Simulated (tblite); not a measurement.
# C2H12AlNSi2: the cost of one run

The runs use tblite 0.8.0 and PySCF 2.14.0, with density-fitted response routines of our own; the level of theory stands in each step. All values are computed, except where a source is named. Atoms count from 0, in the outputs and in this text.

## Step 1: The molecule as given

18 atoms, charge 0, multiplicity 1; geometry from: force field or distance geometry start.

Bonds of the start (Å): C0–C1 1.54, C1–Si2 1.87, Si2–N3 1.79, N3–Al4 1.91, N3–Si5 1.80, C0–H6 1.11, C0–H7 1.11, C0–H8 1.11, C1–H9 1.11, C1–H10 1.10, Si2–H11 1.47, Si2–H12 1.48, Al4–H13 1.59, Al4–H14 1.61, Si5–H15 1.48, Si5–H16 1.47, Si5–H17 1.47.

## Step 2: Geometry optimisation with GFN2-xTB

What the job is given:

```
{"job": {"kind": "relax", "xc": "GFN2-xTB", "basis": "xTB"}, "charge": 0, "multiplicity": 1}
C      2.560500    -0.236800     0.212500
C      1.704200     0.435300    -0.876500
Si     0.004200    -0.331000    -0.939100
N     -0.814300    -0.189900     0.645700
Al    -1.295200     1.632700     0.948800
Si    -2.342400    -1.135600     0.561100
H      2.085000    -0.088400     1.207300
H      3.569100     0.229300     0.232700
H      2.663300    -1.323600     0.008400
H      1.614100     1.515200    -0.648800
H      2.197300     0.299800    -1.855700
H      0.131900    -1.748800    -1.305700
H     -0.806000     0.351500    -1.968500
H     -2.085000     2.048700     2.259300
H     -0.914600     2.753300    -0.139400
H     -3.066100    -1.022200     1.850500
H     -2.028400    -2.549100     0.323600
H     -3.186400    -0.634100    -0.528000
```

Launch:

```
> OMP_NUM_THREADS=1 python probes_run.py task.json out
```

The driver reads the jobs from task.json and runs them one after another.

Q: Estimate the wall time and peak memory of this first job on 1 thread of Intel Xeon Platinum 8259CL at 2.50GHz, shared host.

About 2.9 s, with a peak of 0.18 GiB.
